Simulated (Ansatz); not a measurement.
# C2H10AlNSi, SMILES C[SiH](N)[CH2][AlH2]: a comparison of dispersion corrections

Program: the Ansatz DFT code, driven from Python.

`disp_c2h10alnsi.py`
```python
'''Size of D3 and D4 in C2H10AlNSi.'''

import ansatz as az

GEOMETRY = '''
C    -1.52190   -0.51240    1.05970
Si    0.27500   -0.21380    0.96510
N     1.04080   -1.70640    0.37460
C     0.77090    1.23960   -0.15970
Al    0.08050    0.89140   -2.04210
H    -1.79770   -1.26570    1.76480
H    -1.92720   -0.74220    0.04860
H    -2.01950    0.48720    1.37820
H     0.77360    0.11460    2.35890
H     0.65000   -1.94650   -0.51080
H     2.06420   -1.46920    0.22950
H     1.81510    1.38670   -0.14420
H     0.15670    2.17200    0.21450
H     0.60160   -0.35350   -2.81340
H    -0.98390    1.86750   -2.69420
'''

mol = az.Crystal.molecule()
for line in GEOMETRY.strip().splitlines():
    symbol, *xyz = line.split()
    mol = mol.atom(symbol, [float(v) for v in xyz])

model = mol.calculation().basis(gaussian='def2-SVP')
for name in ['pbe', 'blyp']:
    for correction in ('d3bj', 'd4'):
        summary = model.functional(name, dispersion=correction).run().report
        print(f'{name:8s} {correction:5s} total {summary["free_energy_ev"]:.5f} eV, of which dispersion {1000 * summary["dispersion"]["energy"]["ev"]:.2f} meV')
```

`python disp_c2h10alnsi.py` gives:
```text
pbe      d3bj  total -18181.89260 eV, of which dispersion -353.90 meV
pbe      d4    total -18181.88609 eV, of which dispersion -347.38 meV
blyp     d3bj  total -18192.88017 eV, of which dispersion -764.47 meV
blyp     d4    total -18192.86065 eV, of which dispersion -744.96 meV
```

Caveats:
- Total energies depend on the basis set; only differences at equal settings carry meaning.
- The geometry is a force-field or estimated start, not a minimum of this method, and the basis set is short of its limit. D4 holds the three-body term, and d3bj doesn't.
- Hardware and time: 20 s on 1 thread of Arm Neoverse V1 (shared host), peak memory 0.23 GiB.
